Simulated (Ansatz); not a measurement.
**H₂NOPZn: one species, many methods**

The task here is to estimate one member of a computed series from the others.

Method: functionals in def2-TZVPP, the program's frozen cores in correlated methods; program: Ansatz 0.2.0, Gaussian basis.

Plan: LDA (SPW92), PBE-D4, revPBE-D4, BLYP-D4, r2SCAN-D4, B97M-V, PBE0-D4, B3LYP-D4, r2SCANh-D4, r2SCAN0-D4, HSE06-D4, BHLYP-D4, CAM-B3LYP-D4, LC-ωPBE, ωB97X-V, ωB97M-V, B2PLYP, PBE-QIDH; CCSD(T)/def2-SVP; CCSD(T)/def2-TZVPP; MP2/def2-QZVPP; extrapolation to the limit; RPA on PBE.

### The relaxed structure

The geometry comes from an earlier relaxation with PBE0-D4 in a triple-zeta def2 set; it is a stationary point.

SMILES `[NH]1P[O][Zn]1`, 6 atoms, charge 0, spin multiplicity 1.

Atoms are counted from 1 here; the program's logs count them from 0.

Bond lengths: N1–P2 1.670 Å, N1–Zn4 1.966 Å, N1–H5 1.013 Å, P2–O3 1.572 Å, P2–H6 1.447 Å, O3–Zn4 1.989 Å. Angles: P2–N1–Zn4 89.1°, P2–N1–H5 120.2°, Zn4–N1–H5 134.0°, N1–P2–O3 98.9°, N1–P2–H6 106.3°, O3–P2–H6 105.6°, P2–O3–Zn4 91.2°, N1–Zn4–O3 77.0°.

The first run:

in.yaml

```yaml
crystal:
  periodic: [false, false, false]
  atoms:
    - {symbol: N, position_ang: [-0.773065, 0.467785, -0.436127]}
    - {symbol: P, position_ang: [0.065491, 0.066853, 0.951292]}
    - {symbol: O, position_ang: [0.303151, -1.458773, 0.658097]}
    - {symbol: Zn, position_ang: [-0.142053, -1.199980, -1.263461]}
    - {symbol: H, position_ang: [-0.818869, 1.432197, -0.743584]}
    - {symbol: H, position_ang: [1.365345, 0.691917, 0.833783]}
basis:
  gaussian: {orbitals: def2-TZVPP}
hamiltonian: {xc: lda}
output: {orbitals: {seedname: orbitals}}
```

Started as:

```bash
$ ansatz run in.yaml --threads 2 --pin off --events-out ev --progress --plain --max-ram 4352MiB
```

Steps of the session up to this table: LDA; PBE-D4 (GGA); revPBE-D4 (GGA); BLYP-D4 (GGA); r2SCAN-D4 (meta-GGA); B97M-V (meta-GGA); PBE0-D4 (hybrid); B3LYP-D4 (hybrid); r2SCANh-D4 (hybrid); r2SCAN0-D4 (hybrid); HSE06-D4 (hybrid); BHLYP-D4 (hybrid); CAM-B3LYP-D4 (range-separated); LC-ωPBE (range-separated); ωB97X-V (range-separated); ωB97M-V (range-separated); B2PLYP (double hybrid); PBE-QIDH (double hybrid).

One of the session's tables, all rows but one given; the rest of the session is left out.

It belongs to the step «Orbital energies across the functionals». 

```
  functional  HOMO (eV)  LUMO (eV)  gap (eV)
 LDA (SPW92)      -5.29      -4.10      1.18
      PBE-D4      -5.11      -3.90      1.21
   revPBE-D4      -5.04      -3.83      1.22
     BLYP-D4      -5.06      -3.84      1.21
   r2SCAN-D4          ?          ?         ?
      B97M-V      -5.27      -3.96      1.30
     PBE0-D4      -5.81      -3.32      2.50
    B3LYP-D4      -5.79      -3.54      2.25
  r2SCANh-D4      -5.52      -3.69      1.82
  r2SCAN0-D4      -5.91      -3.35      2.56
    HSE06-D4      -5.44      -3.66      1.78
    BHLYP-D4      -6.48      -2.74      3.74
CAM-B3LYP-D4      -6.89      -2.58      4.31
     LC-ωPBE      -7.75      -1.68      6.08
     ωB97X-V      -7.57      -1.69      5.88
     ωB97M-V      -7.52      -1.72      5.80
```

Q: Estimate the row for r2SCAN-D4 from the others.

Worked estimate for «HOMO (eV)». Against the share of exact exchange, r2SCANh-D4 (0.1, -5.52), r2SCAN0-D4 (0.25, -5.91) give a slope of -2.60 per unit share; at 0 the line stands at -5.26.

The run gave: HOMO (eV): -5.25; LUMO (eV): -3.93; gap (eV): 1.32. In «HOMO (eV)» the line misses by -0.01.
